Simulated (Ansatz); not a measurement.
# CeC (zincblende): equation of state and elastic constants

The task here is to estimate one member of a computed series from the others.

Computed with Ansatz 0.2.0 (DFT PBEsol, scalar-relativistic, plane waves, PAW, unless a step's input says otherwise).

**Starting point**

The structure is cubic, space group F-43m (No. 216). The conventional cell has a = 5.423 Å, b = 5.423 Å, c = 5.423 Å, α = 90.00°, β = 90.00°, γ = 90.00°. Ce (site symmetry -43m) is surrounded by 4 C at 2.35 Å. C (site symmetry -43m) has 4 Ce at 2.35 Å as nearest neighbours.

Structure file:

```cif
data_structure
_symmetry_space_group_name_H-M 'F-43m'
_symmetry_Int_Tables_number 216
_cell_length_a 5.4227
_cell_length_b 5.4227
_cell_length_c 5.4227
_cell_angle_alpha 90.000
_cell_angle_beta 90.000
_cell_angle_gamma 90.000
_cell_volume 159.46
loop_
_atom_site_label
_atom_site_type_symbol
_atom_site_symmetry_multiplicity
_atom_site_Wyckoff_symbol
_atom_site_fract_x
_atom_site_fract_y
_atom_site_fract_z
_atom_site_occupancy
Ce1 Ce 4 a 0.00000 0.00000 0.00000 1
C1 C 4 d 0.25000 0.25000 0.75000 1
```

This cell comes from an earlier session at PBEsol: 19.932 Å³/atom at -0.02 GPa, on a 10×10×10 mesh.

Volume factors to run: 0.980, 1.020, 0.960, 1.040.

Set-up of the first run:

File input.yaml:

```yaml
crystal:
  lattice:
    - [0.0, 2.6931610042, 2.6931610042]
    - [2.6931610042, 0.0, 2.6931610042]
    - [2.6931610042, 2.6931610042, 0.0]
  atoms:
    - { symbol: Ce, position: [0.0, 0.0, 0.0] }
    - { symbol: C, position: [0.25, 0.25, 0.25] }
basis:
  ecutwfc: 420
  ecutrho_ratio: 4
kpoints:
  mp_grid: { grid: [10, 10, 10] }
hamiltonian:
  xc: pbesol
scf:
  occupations: { method: gaussian, width: 0.05 }
output:
  forces: true
  stress: true
  eigenvalues: true
```

Among the steps run: Scaling the volume by 0.980; At 1.020 of the relaxed volume; Scaling the volume by 0.960; Volume × 1.040.

One of the session's tables, all rows but one given; the rest of the session is left out.

It belongs to the step «Energy and pressure against volume». 

| volume (Å³/atom) | energy (meV/atom) | pressure (GPa) | gap (eV) |
| --- | --- | --- | --- |
| 19.135 | 9.81 | 4.08 | 0.05 |
| 19.534 | 2.34 | 1.94 | 0.07 |
| 19.932 | 0.00 | -0.02 | 0.08 |
| 20.331 | ? | ? | ? |
| 20.730 | 8.88 | -3.45 | 0.10 |

Estimate the missing values for volume (Å³/atom) = 20.331.

Worked estimate for «energy (meV/atom)». A straight line through the neighbours (19.932, 0.00) and (20.730, 8.88) gives 0.00 + (8.88 − 0.00) × (20.331 − 19.932) / (20.730 − 19.932) = 4.44; a parabola fitted to 3 rows on both sides gives 2.18.

As computed: energy (meV/atom): 2.31; pressure (GPa): -1.81; gap (eV): 0.09. In «energy (meV/atom)» the line misses by +2.13 and the parabola by -0.13.
